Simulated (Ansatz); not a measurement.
# Cl3F2HHf: the cost of one run

Program: Ansatz 0.2.0. Level of theory: RHF/def2-SVP. These are calculated values, not measurements.

## 1. The starting structure

Bond lengths: Hf1–Cl2 2.870 Å, Hf1–Cl3 2.520 Å, Hf1–F4 1.979 Å, Hf1–Cl5 2.518 Å, Hf1–F6 2.280 Å. Angles: Cl2–Hf1–Cl3 109.5°, Cl2–Hf1–F4 109.5°, Cl2–Hf1–Cl5 109.5°, Cl2–Hf1–F6 71.6°, Cl3–Hf1–F4 109.5°, Cl3–Hf1–Cl5 109.5°, Cl3–Hf1–F6 67.2°, F4–Hf1–Cl5 109.5°, F4–Hf1–F6 176.6°, Cl5–Hf1–F6 72.8°.

As a file:

```xyz
7

Hf    0.0000    0.0000    0.0000
Cl    0.0000    0.0000    2.8700
Cl    2.3764    0.0000   -0.8392
F    -0.9326    1.6157   -0.6593
Cl   -1.1869   -2.0563   -0.8392
F     1.1900   -1.8071    0.7189
H     0.8686   -1.3190    1.9315
```

## 2. Pulling towards end A

Springs on the bonds that form and break draw the guess towards this end; the thresholds are loose.

Input file input.yaml:

```yaml
crystal:
  periodic: [false, false, false]
  atoms:
    - { symbol: Hf, position_ang: [0.0, 0.0, 0.0] }
    - { symbol: Cl, position_ang: [0.0, 0.0, 2.87] }
    - { symbol: Cl, position_ang: [2.3764, 0.0, -0.8392] }
    - { symbol: F, position_ang: [-0.9326, 1.6157, -0.6593] }
    - { symbol: Cl, position_ang: [-1.1869, -2.0563, -0.8392] }
    - { symbol: F, position_ang: [1.19, -1.8071, 0.7189] }
    - { symbol: H, position_ang: [0.8686, -1.319, 1.9315] }
basis:
  gaussian: { orbitals: def2-SVP }
hamiltonian:
  xc: hf
relax:
  f_tol: 0.15
  max_steps: 25
  restrain:
    - { distance: [0, 5], at: 3.18, k: 30.0 }
    - { distance: [6, 1], at: 2.57, k: 30.0 }
    - { distance: [0, 1], at: 2.52, k: 30.0 }
    - { distance: [6, 5], at: 0.92, k: 30.0 }
```

Started as:

```console
$ ansatz run input.yaml --threads 2 --pin off --max-ram 3072MiB --backend cpu --events-out ev --progress --plain --runs-dir out
```

Q: Estimate wall time and peak memory on 2 threads of Intel Xeon Platinum 8488C (Sapphire Rapids), shared host.

About 22 s, with a peak of 0.3 GiB.
